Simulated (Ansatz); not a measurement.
Consider an equation of state with a fit of LuTl₃, space group Pm-3m (the Python package of Ansatz (0.2.0)).

Script `lutl3_eos.py`:
```python
'''Equation of state of LuTl3.'''

import ansatz
import numpy as np

VECTORS = np.array([
    [4.638, 0.0, 0.0],
    [0.0, 4.638, 0.0],
    [0.0, 0.0, 4.638],
])
SITES = [
    ('Lu', (0.0, 0.0, 0.0)),
    ('Tl', (0.0, 0.5, 0.5)),
    ('Tl', (0.5, 0.0, 0.5)),
    ('Tl', (0.5, 0.5, 0.0)),
]


def build(cell):
    crystal = ansatz.Crystal(lattice=ansatz.Lattice.of(cell))
    for symbol, position in SITES:
        crystal = crystal.atom(symbol, position)
    return crystal

# scale the volume, keep shape and fractions
volumes, energies, pressures = [], [], []
for scale in np.linspace(0.88, 1.12, 7):
    cell = VECTORS * scale ** (1 / 3)
    base = (
        build(cell).calculation()
        .functional('pbesol')
        .pseudopotentials('paw')
        .basis(31 * ansatz.Ry, density_ratio=4)
        .occupations(ansatz.OccupationsMethod.METHFESSEL_PAXTON, width=0.3)
        .kpoints(5, 5, 5)
        .stress()
    )
    report = base.run().report
    volumes.append(abs(np.linalg.det(cell)) / len(SITES))
    energies.append(report['free_energy_ev'] / len(SITES))
    pressures.append(np.trace(report['stress_gpa']) / 3)
    print(f'V = {volumes[-1]:8.4f} A^3/atom  F = {energies[-1]:.5f} eV/atom  P = {pressures[-1]:8.3f} GPa')

# third-order Birch-Murnaghan: a cubic in V^(-2/3)
x = np.array(volumes) ** (-2 / 3)
poly = np.polynomial.Polynomial.fit(x, energies, 3).convert()
roots = poly.deriv().roots()
x0 = min((r.real for r in roots if abs(r.imag) < 1e-9 and poly.deriv(2)(r.real) > 0), key=lambda r: abs(r - x.mean()))
v0 = x0 ** -1.5
b0 = 4 / 9 * poly.deriv(2)(x0) * v0 ** (-7 / 3) * 160.21766
b1 = 4 + 2 / 3 * x0 * poly.deriv(3)(x0) / poly.deriv(2)(x0)
print(f'V0 = {v0:.4f} A^3/atom, B0 = {b0:.1f} GPa, dB/dP = {b1:.2f}')
```

Where does the minimum lie against the volume typed, and how stiff is the crystal?

A third-order Birch-Murnaghan fit through the 7 points has its minimum at 25.12 Å³ an atom, 0.7 % above the typed cell, with a bulk modulus of 58 GPa. From that minimum the energy rises by 95.2 meV an atom on the compressed side and 46.2 meV on the expanded side.

The output:

```console
$ python lutl3_eos.py
V =  21.9490 A^3/atom  F = -12124.74045 eV/atom  P =   10.981 GPa
V =  22.9467 A^3/atom  F = -12124.79475 eV/atom  P =    6.616 GPa
V =  23.9444 A^3/atom  F = -12124.82474 eV/atom  P =    3.155 GPa
V =  24.9421 A^3/atom  F = -12124.83552 eV/atom  P =    0.416 GPa
V =  25.9397 A^3/atom  F = -12124.83113 eV/atom  P =   -1.743 GPa
V =  26.9374 A^3/atom  F = -12124.81483 eV/atom  P =   -3.415 GPa
V =  27.9351 A^3/atom  F = -12124.78948 eV/atom  P =   -4.664 GPa
V0 = 25.1180 A^3/atom, B0 = 58.1 GPa, dB/dP = 5.06
```

Reading the output:
- These settings explore the input space; cutoff and mesh may be short of convergence.
- The mesh is modest for a metal, so energies can be off by several to tens of meV an atom and pressures by half a GPa or more; differences at equal mesh fare better.
- Pressure is positive in compression.
- Spin-orbit coupling, which matters for elements this heavy, is left out.
- The starting cell is as deposited in a crystallographic database; the results hold for this polymorph, which needn't be the stable one.
- Wall time of the script: 18 s on 1 thread of Arm Neoverse V2, on a shared host, peak memory 0.44 GiB.
